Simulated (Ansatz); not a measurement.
# C3H9FS3Zr: how energies converge with the basis set

How large a basis does C3H9FS3Zr need? Two functionals are run in growing sets.

Program: Ansatz 0.2.0, Gaussian basis. Level of theory: one geometry, several basis sets. These are calculated values, not measurements.

Plan: PBE0-D4/def2-SVP; ωB97M-V/def2-SVP; PBE0-D4/def2-QZVPP; ωB97M-V/def2-QZVPP; the functionals' def2-TZVPP values are taken from earlier runs.

### 1 The geometry

An earlier PBE0-D4 in a triple-zeta def2 set relaxation fixed the geometry. Zr takes the def2 core potential; no spin-orbit term is included.

17 atoms, charge 0, spin multiplicity 1.

Atoms are counted from 1 here; the program's logs count them from 0.

Bond lengths: C1–S2 1.825 Å, C1–H9 1.093 Å, C1–H10 1.089 Å, C1–H11 1.089 Å, S2–Zr3 2.416 Å, Zr3–F4 1.906 Å, Zr3–S5 2.411 Å, Zr3–S7 2.419 Å, S5–C6 1.823 Å, C6–H12 1.089 Å, C6–H13 1.089 Å, C6–H14 1.105 Å, S7–C8 1.827 Å, C8–H15 1.089 Å, C8–H16 1.094 Å, C8–H17 1.089 Å. Angles: S2–C1–H9 113.0°, S2–C1–H10 108.8°, S2–C1–H11 108.3°, H9–C1–H10 108.5°, H9–C1–H11 108.3°, H10–C1–H11 109.9°, C1–S2–Zr3 95.6°, S2–Zr3–F4 111.9°, S2–Zr3–S5 113.8°, S2–Zr3–S7 105.0°, F4–Zr3–S5 110.2°, F4–Zr3–S7 107.8°, S5–Zr3–S7 107.6°, Zr3–S5–C6 85.1°, S5–C6–H12 109.4°, S5–C6–H13 109.4°, S5–C6–H14 114.3°, H12–C6–H13 110.7° and more.

Geometry (Å):

```
C     0.70089    2.27327   -2.16311
S    -0.63132    2.12392   -0.92490
Zr   -0.29954   -0.23185   -0.50302
F     0.21101   -1.17266   -2.07998
S    -2.18874   -1.30994    0.53711
C    -2.20678    0.13869    1.64361
S     1.55136   -0.33681    1.05058
C     1.62282   -2.16237    1.01429
H     1.24086    1.33670   -2.32523
H     0.26693    2.59009   -3.11026
H     1.41116    3.02071   -1.81317
H    -3.15543    0.66218    1.53861
H    -2.06096   -0.19032    2.67096
H    -1.41204    0.87769    1.43688
H     1.21357   -2.56039    1.94140
H     1.07055   -2.59939    0.17683
H     2.66566   -2.45953    0.90938
```

### 2 PBE0-D4 in def2-SVP

Contents of in.yaml:

```yaml
crystal:
  periodic: [false, false, false]
  atoms:
    - {symbol: C, position_ang: [0.700890, 2.273269, -2.163113]}
    - {symbol: S, position_ang: [-0.631322, 2.123923, -0.924900]}
    - {symbol: Zr, position_ang: [-0.299541, -0.231849, -0.503022]}
    - {symbol: F, position_ang: [0.211010, -1.172655, -2.079982]}
    - {symbol: S, position_ang: [-2.188745, -1.309942, 0.537112]}
    - {symbol: C, position_ang: [-2.206776, 0.138693, 1.643613]}
    - {symbol: S, position_ang: [1.551362, -0.336814, 1.050584]}
    - {symbol: C, position_ang: [1.622821, -2.162373, 1.014294]}
    - {symbol: H, position_ang: [1.240860, 1.336697, -2.325234]}
    - {symbol: H, position_ang: [0.266933, 2.590093, -3.110260]}
    - {symbol: H, position_ang: [1.411159, 3.020707, -1.813170]}
    - {symbol: H, position_ang: [-3.155428, 0.662180, 1.538610]}
    - {symbol: H, position_ang: [-2.060961, -0.190315, 2.670963]}
    - {symbol: H, position_ang: [-1.412042, 0.877694, 1.436885]}
    - {symbol: H, position_ang: [1.213570, -2.560386, 1.941402]}
    - {symbol: H, position_ang: [1.070552, -2.599394, 0.176829]}
    - {symbol: H, position_ang: [2.665658, -2.459526, 0.909379]}
basis:
  gaussian: {orbitals: def2-SVP}
hamiltonian: {xc: pbe0, dispersion: d4}
output: {orbitals: {seedname: orbitals}}
```

The run is started by

```
$ ansatz run in.yaml --threads 5 --pin off --events-out ev --progress --plain --max-ram 66560MiB --backend cpu
```

Further steps of the session: ωB97M-V in def2-SVP; PBE0-D4 in def2-QZVPP; ωB97M-V in def2-QZVPP.

Q: Predict the results of all the runs planned. Wanted: PBE0-D4: double and triple zeta above quadruple; ωB97M-V: double and triple zeta above quadruple.

The runs gave:

| quantity | value |
| --- | --- |
| PBE0-D4: double and triple zeta above quadruple | 19.91, 1.38 eV |
| ωB97M-V: double and triple zeta above quadruple | 20.07, 1.32 eV |

What this shows: For PBE0-D4 the step from double to triple zeta gains 18.53 eV and the next only 1.38 eV. Total energies overstate the basis error of differences, where much of it tends to cancel.
